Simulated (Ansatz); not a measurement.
# BClFH₃OSi: one species, many methods

How much do the methods differ for BClFH₃OSi? The plan is to run it at one geometry with functionals of several rungs and with coupled cluster, and see how far each lands from CCSD(T) at the basis-set limit for the atomisation energy.

The runs use Ansatz 0.2.0, Gaussian basis; functionals in def2-TZVPP, the program's frozen cores in correlated methods.

Plan: LDA (SPW92), PBE-D4, revPBE-D4, BLYP-D4, r2SCAN-D4, B97M-V, PBE0-D4, B3LYP-D4, r2SCANh-D4, r2SCAN0-D4, HSE06-D4, BHLYP-D4, CAM-B3LYP-D4, LC-ωPBE, ωB97X-V, ωB97M-V, B2PLYP, PBE-QIDH; CCSD(T)/def2-SVP; CCSD(T)/def2-TZVPP; MP2/def2-QZVPP; extrapolation to the limit; RPA on PBE.

### Step 1. The relaxed structure

An earlier PBE0-D4 in a triple-zeta def2 set relaxation fixed the geometry.

SMILES `O[SiH2]B(F)Cl`, 8 atoms, charge 0, spin multiplicity 1.

Atoms are counted from 1 here; the program's logs count them from 0.

Bond lengths: O1–Si2 1.647 Å, O1–H6 0.959 Å, Si2–B3 2.032 Å, Si2–H7 1.491 Å, Si2–H8 1.484 Å, B3–F4 1.315 Å, B3–Cl5 1.763 Å. Angles: Si2–O1–H6 116.8°, O1–Si2–B3 110.3°, O1–Si2–H7 111.8°, O1–Si2–H8 107.8°, B3–Si2–H7 107.8°, B3–Si2–H8 111.0°, H7–Si2–H8 108.2°, Si2–B3–F4 123.5°, Si2–B3–Cl5 119.7°, F4–B3–Cl5 116.9°.

### Step 2. LDA

This LDA is Slater exchange with PW92 correlation.

in.yaml reads:

```yaml
crystal:
  periodic: [false, false, false]
  atoms:
    - {symbol: O, position_ang: [-0.004651, 0.192782, 1.781769]}
    - {symbol: Si, position_ang: [0.600168, -0.458084, 0.394501]}
    - {symbol: B, position_ang: [-0.507847, 0.133934, -1.202562]}
    - {symbol: F, position_ang: [-0.372373, -0.374598, -2.407319]}
    - {symbol: Cl, position_ang: [-1.702967, 1.415959, -1.008930]}
    - {symbol: H, position_ang: [-0.507672, 1.004344, 1.694854]}
    - {symbol: H, position_ang: [2.009889, -0.036324, 0.153864]}
    - {symbol: H, position_ang: [0.577556, -1.935215, 0.538123]}
basis:
  gaussian: {orbitals: def2-TZVPP}
hamiltonian: {xc: lda}
output: {orbitals: {seedname: orbitals}}
```

Run with:

```sh
> ansatz run in.yaml --threads 2 --pin off --events-out ev --progress --plain --max-ram 4352MiB
```

After this run come: PBE-D4 (GGA); revPBE-D4 (GGA); BLYP-D4 (GGA); r2SCAN-D4 (meta-GGA); B97M-V (meta-GGA); PBE0-D4 (hybrid); B3LYP-D4 (hybrid); r2SCANh-D4 (hybrid); r2SCAN0-D4 (hybrid); HSE06-D4 (hybrid); BHLYP-D4 (hybrid); CAM-B3LYP-D4 (range-separated); LC-ωPBE (range-separated); ωB97X-V (range-separated); ωB97M-V (range-separated); B2PLYP (double hybrid); PBE-QIDH (double hybrid); CCSD(T) in def2-SVP; CCSD(T) in def2-TZVPP; MP2 in def2-QZVPP; RPA on PBE orbitals.

**Question.** What will the summary of the whole plan be? Wanted: atomisation energy, CCSD(T)/CBS; farthest beyond LDA; mean size of error, GGA; mean size of error, meta-GGA; mean size of error, hybrid; mean size of error, range-separated; mean size of error, double hybrid; gap, smallest and largest; T1 diagnostic.

The runs gave:

| quantity | value |
| --- | --- |
| atomisation energy, CCSD(T)/CBS | 2945.1 kJ/mol |
| functionals within 14.7 kJ/mol (0.5 %) | BLYP-D4, r2SCANh-D4, HSE06-D4, CAM-B3LYP-D4, LC-ωPBE, ωB97X-V, ωB97M-V |
| farthest beyond LDA | BHLYP-D4 (-105.4 kJ/mol) |
| mean size of error, GGA | 32.6 kJ/mol |
| mean size of error, meta-GGA | 18.6 kJ/mol |
| mean size of error, hybrid | 33.1 kJ/mol |
| mean size of error, range-separated | 10.5 kJ/mol |
| mean size of error, double hybrid | 30.1 kJ/mol |
| gap, smallest and largest | 4.24 eV (LDA (SPW92)), 11.72 eV (LC-ωPBE) |
| T1 diagnostic | 0.0129 |
| triples share of the correlation energy | 3.5 % |

What this shows: The LDA atomisation energy is off by 435.5 kJ/mol (15 %): it overbinds. PBE-D4 misses by +47.1 kJ/mol. Double hybrids carry the basis error of their MP2 part in triple zeta, and no dispersion term here, so their miss is partly the set-up's. By mean error the best rung here is range-separated (10.5 kJ/mol) and the worst beyond LDA is hybrid (33.1 kJ/mol). The mean of the hybrids holds BHLYP, with half exact exchange. The reference freezes the cores and leaves out relativity and excitations past (T), so misses under about 14.7 kJ/mol can't be ranked. Hartree-Fock recovers 74 % of the binding; the rest is correlation. CCSD(T) in def2-SVP is off by -198.8 kJ/mol, so the small basis spoils what the method gains. The gap grows from 4.2 to 11.7 eV across the functionals, mostly with the share of exact exchange.
